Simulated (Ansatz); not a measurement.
# MnS: the cost of one run

Computed with Ansatz 0.2.0 (DFT PBE, scalar-relativistic, plane waves, PAW, unless a step's input says otherwise).

The COD entry's cell or inner coordinates are ideal or old and differ from later refinements, so a difference from it is no clean test against experiment.

## (1) The system as given

The structure is cubic, space group Fm-3m (No. 225). The conventional cell has a = 5.086 Å, b = 5.086 Å, c = 5.086 Å, α = 90.00°, β = 90.00°, γ = 90.00°. Mn (site symmetry m-3m) is surrounded by 6 S at 2.54 Å. Around S (site symmetry m-3m) lie 6 Mn at 2.54 Å.

Coordinates:

```
Mn S
1.0
     0.00000    2.54312    2.54312
     2.54312    0.00000    2.54312
     2.54312    2.54312    0.00000
Mn S
1 1
Direct
  0.00000 0.00000 0.00000
  0.50000 0.50000 0.50000
```

This cell comes from an earlier session at PBE: 16.448 Å³/atom at -0.04 GPa, on a 12×12×12 mesh.

## (2) Ferromagnetic, larger cell

File input.yaml:

```yaml
crystal:
  lattice:
    - [-2.5431237762, -2.5431237762, 5.0862475524]
    - [-5.0862475524, -2.5431237762, 2.5431237762]
    - [-2.5431237762, -5.0862475524, 2.5431237762]
  atoms:
    - { symbol: Mn, position: [0.0, 0.0, 0.0], spin: 5.0 }
    - { symbol: S, position: [1.25, -0.75, -0.75] }
    - { symbol: Mn, position: [0.5, 0.5, 0.5], spin: 5.0 }
    - { symbol: S, position: [1.75, -0.25, -0.25] }
basis:
  ecutwfc: 420
  ecutrho_ratio: 4
kpoints:
  mp_grid: { grid: [8, 8, 8] }
hamiltonian:
  xc: pbe
scf:
  occupations: { method: gaussian, width: 0.05 }
  lower_state_search: "off"
output:
  forces: true
  stress: true
  eigenvalues: true
  populations: true
magnetization:
  spin_polarized: true
```

Run with:

```sh
> ansatz run input.yaml --threads 2 --pin off --max-ram 5120MiB --backend cpu --events-out ev --progress --plain --runs-dir out
```

**Question.** How long does this run take on 2 threads of Arm Neoverse V1, shared host, and how much memory does it need?

About 9.5 s, with a peak of 0.47 GiB.
